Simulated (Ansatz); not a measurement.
# LiSi16: the cost of one run

Program: Ansatz 0.2.0. Level of theory: DFT PBE, scalar-relativistic, plane waves, PAW. These are calculated values, not measurements.

### Step 1. The structure to begin with

The structure is monoclinic, space group Cm (No. 8). Conventional cell: a = 13.301 Å, b = 7.679 Å, c = 7.679 Å, α = 90.00°, β = 125.26°, γ = 90.00°. Around Si (site symmetry m) lie 4 Si at 2.35 Å. Si (site symmetry 1) has 4 Si at 2.35 Å in its first shell of neighbours. Si (site symmetry m) is surrounded by 4 Si at 2.35 Å and 1 Li at 2.41 Å. Around Si (site symmetry 1) lie 4 Si at 2.35 Å and 1 Li at 2.37 Å. Around Si (site symmetry m) lie 4 Si at 2.35 Å and 1 Li at 2.75 Å. Only part of the 13 independent sites is listed.

Structure file:

```xyz
17
Lattice="0.0000 5.4300 5.4300 5.4300 0.0000 5.4300 5.4300 5.4300 0.0000" Properties=species:S:1:pos:R:3 pbc="T T T"
Si    0.0000    0.0000    0.0000
Si    1.3575    1.3575    1.3575
Si    2.7150    2.7150    0.0000
Si    4.0725    4.0725    1.3575
Si    2.7150    0.0000    2.7150
Si    4.0725    1.3575    4.0725
Si    5.4300    2.7150    2.7150
Si    6.7875    4.0725    4.0725
Si    0.0000    2.7150    2.7150
Si    1.3575    4.0725    4.0725
Si    2.7150    5.4300    2.7150
Si    4.0725    6.7875    4.0725
Si    2.7150    2.7150    5.4300
Si    4.0725    4.0725    6.7875
Si    5.4300    5.4300    5.4300
Si    6.7875    6.7875    6.7875
Li    4.1362    6.7176    6.7531
```

### Step 2. End point A relaxed

File input.yaml:

```yaml
crystal:
  lattice:
    - [0.0, 5.43, 5.43]
    - [5.43, 0.0, 5.43]
    - [5.43, 5.43, 0.0]
  atoms:
    - { symbol: Si, position: [0.0, 0.0, 0.0] }
    - { symbol: Si, position: [0.125, 0.125, 0.125] }
    - { symbol: Si, position: [0.0, 0.0, 0.5] }
    - { symbol: Si, position: [0.125, 0.125, 0.625] }
    - { symbol: Si, position: [0.0, 0.5, 0.0] }
    - { symbol: Si, position: [0.125, 0.625, 0.125] }
    - { symbol: Si, position: [0.0, 0.5, 0.5] }
    - { symbol: Si, position: [0.125, 0.625, 0.625] }
    - { symbol: Si, position: [0.5, 0.0, 0.0] }
    - { symbol: Si, position: [0.625, 0.125, 0.125] }
    - { symbol: Si, position: [0.5, 0.0, 0.5] }
    - { symbol: Si, position: [0.625, 0.125, 0.625] }
    - { symbol: Si, position: [0.5, 0.5, 0.0] }
    - { symbol: Si, position: [0.625, 0.625, 0.125] }
    - { symbol: Si, position: [0.5, 0.5, 0.5] }
    - { symbol: Si, position: [0.625, 0.625, 0.625] }
    - { symbol: Li, position: [0.8595279, 0.3841381, 0.3775989], spin: 1.0 }
magnetization:
  spin_polarized: true
basis:
  ecutwfc: 420.0
kpoints:
  mp_grid: { grid: [2, 2, 2] }
hamiltonian:
  xc: pbe
  pseudopotentials: { kind: paw, azcp: { folder: soft_1 } }
scf:
  occupations: { method: gaussian, width: 0.02 }
  lower_state_search: "off"
relax:
  f_tol: 0.03
  max_steps: 60
  adjacent_minimum: "off"
```

Run with:

```bash
$ ansatz run input.yaml --threads 2 --pin off --max-ram 5120MiB --backend cpu --events-out ev --progress --plain --runs-dir out
```

**Question.** How long does this run take on 2 threads of Arm Neoverse N1, shared host, and how much memory does it need?

About 2.2 min, with a peak of 0.71 GiB.
